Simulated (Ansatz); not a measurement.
Predict the output of the script below (the Python package of Ansatz (0.2.0)).

`lamg3_report.py`:
```python
'''One SCF of LaMg3 and its post-processing.'''

from collections import Counter
from dataclasses import dataclass
from pathlib import Path

import ansatz
import numpy as np
from pymatgen.core import Structure


@dataclass(frozen=True)
class Options:
    functional: str = 'pbesol'
    cutoff: int = 530
    kmesh: tuple[int, ...] = (4, 4, 4)
    occupations: str = 'gaussian'
    extra_bands: int = 6


cfg = Options()

crystal = (
    ansatz.Lattice.from_parameters(4.752653, 4.752653, 4.966865, alpha=90.0, beta=90.0, gamma=90.0)
    .atom('La', (0.0, 0.0, 0.0))
    .atom('Mg', (0.5, 0.0, 0.5))
    .atom('Mg', (0.5, 0.5, 0.0))
    .atom('Mg', (0.0, 0.5, 0.5))
)

job = (
    crystal.calculation()
    .functional(cfg.functional)
    .basis(cfg.cutoff, density_ratio=6)
    .kpoints(mesh=cfg.kmesh)
    .occupations(cfg.occupations)
    .scf(extra_bands=cfg.extra_bands)
    .density()
    .potential()
    .electron_localization_function()
    .output_files(volumetric_format='npy')
    .bader_charges()
)
history = []
done = job.session().plan().execute(on_event=lambda event: history.append(event['data']['dr2_ev']) if event['event'] == 'scf_iter' else None)
report = done.report
print('density residual by iteration (eV):', ' '.join(f'{value:.1e}' for value in history[:40]))

print('%-22s %14.5f eV' % ('F = E - TS', report['free_energy_ev']))
print('%-22s %14.5f eV' % ('E', report['internal_energy_ev']))
print('%-22s %14.5f eV' % ('Harris-Foulkes', report['harris_foulkes_ev']))
print('%-22s %14.5f eV' % ('Fermi level', report['fermi_energy_ev']))

final = Structure(done.lattice.cell_ang, [s.symbol for s in done.lattice.sites], [s.position_frac for s in done.lattice.sites])
# shortest distances, periodic images included
for index, site in enumerate(final):
    near = final.get_neighbors(site, 4.5)
    edge = 1.15 * min(n.nn_distance for n in near)
    shell = Counter((round(n.nn_distance, 2), n.specie.symbol) for n in near if n.nn_distance < edge)
    print(f'{index:2d} {site.specie.symbol:2s}', ', '.join(f'{count} {symbol} at {d:.2f}' for (d, symbol), count in sorted(shell.items())))

folder = Path(done.write_results('fields'))
print('densities in e/A^3, potentials in eV, ELF without unit')
for name in sorted(p.name for p in folder.glob('*.npy')):
    field = np.load(folder / name)
    print(f'{name:16s} {str(field.shape):16s} min {field.min():10.4f}  mean {field.mean():10.4f}  max {field.max():10.4f}')

for term in (ansatz.EnergyTerm.SMEARING, ansatz.EnergyTerm.DISPERSION):
    print(f'F without {term.name.lower()}: {ansatz.free_energy_without(report, term):.5f} eV')

charges = done.bader_charges()
for atom in charges.atoms:
    print(f'Bader charge {atom.symbol:2s} {atom.partial_charge_e:+.3f} e')
```

Output of `python lamg3_report.py`:
```text
density residual by iteration (eV): 1.3e-02 4.1e-03 3.5e-04 6.5e-06 4.8e-07 2.2e-08
F = E - TS               -11897.50779 eV
E                        -11897.48754 eV
Harris-Foulkes           -11897.50779 eV
Fermi level                   6.67356 eV
 0 La 4 Mg at 3.36, 8 Mg at 3.44
 1 Mg 4 Mg at 3.36, 4 La at 3.44, 4 Mg at 3.44
 2 Mg 4 La at 3.36, 8 Mg at 3.44
 3 Mg 4 Mg at 3.36, 4 La at 3.44, 4 Mg at 3.44
densities in e/A^3, potentials in eV, ELF without unit
elf.npy          (45, 45, 48)     min     0.0014  mean     0.3681  max     0.8457
rho.npy          (45, 45, 48)     min     0.0401  mean     0.3655  max    30.7839
v_es.npy         (45, 45, 48)     min   -94.1634  mean     2.5842  max    10.5837
v_tot.npy        (45, 45, 48)     min  -112.5793  mean    -6.0258  max     3.9288
F without smearing: -11897.48754 eV
F without dispersion: -11897.50779 eV
Bader charge La +0.339 e
Bader charge Mg -0.110 e
Bader charge Mg -0.119 e
Bader charge Mg -0.110 e
```

Notes:
- The settings weren't tested for convergence.
- For a metal this k-point mesh is coarse: on a finer one energies can move by several to tens of meV an atom and pressures by half a GPa or more, differences at one mesh by less.
- Only differences from the Fermi energy are physical; the zero of the scale is a convention.
- Grid values close to the nuclei reflect the PAW or pseudopotential construction, not the all-electron fields.
- The structure comes from a database of computed cells and needn't be a stable or known phase.
- Finished in 29 s on 1 thread of Arm Neoverse V2 (shared host), peak memory 0.49 GiB.

(Lines on the test bed's own set-up are left out of the output.)
